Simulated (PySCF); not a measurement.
# C5H3F3: the cost of one run

Computed with PySCF 2.14.0, with density-fitted response routines of our own, on a single molecule in the gas phase. Atoms count from 0, in the outputs and in this text.

## 1. The molecule as given

11 atoms, charge 0, multiplicity 1; geometry from: GFN2-xTB. The atoms were then displaced at random by about 0.01 Å, so the start is not that level's minimum.

Bonds of the start (Å): F0–C1 1.32, C1–C2 1.52, C2–C3 1.48, C3–F4 1.36, C3–C5 1.48, C5–C6 1.52, C6–F7 1.35, C5–C1 1.51, C5–C2 1.64, C6–C2 1.53, C1–H8 1.10, C3–H9 1.11, C6–H10 1.08.

## 2. Optimising the geometry at PBE0-D3(BJ)/def2-SVP

Job settings and geometry (Å):

```
{"job": {"xc": "PBE0", "basis": "def2-SVP", "d3": "d3bj", "grid": 1, "shake": 0.01, "kind": "geom"}, "charge": 0, "multiplicity": 1}
F     -0.635450     1.551450     1.562280
C      0.237210     0.746860     0.995810
C     -0.252690    -0.598860     0.493780
C     -1.123910     0.004420    -0.538370
F     -1.508700    -0.759650    -1.599540
C      0.229580     0.600930    -0.509150
C      0.925420    -0.755210    -0.469940
F      2.178270    -0.817290     0.018070
H      1.191760     0.823610     1.534820
H     -1.998170     0.604680    -0.197150
H      0.794780    -1.426780    -1.306280
```

Launch:

```sh
> OMP_NUM_THREADS=1 python probes_run.py task.json out
```

One launch serves the whole session: the jobs run in the order shown.

Q: Estimate the wall time and peak memory of this first job on 1 thread of Arm Neoverse V1, shared host.

About 46 s, with a peak of 0.5 GiB.
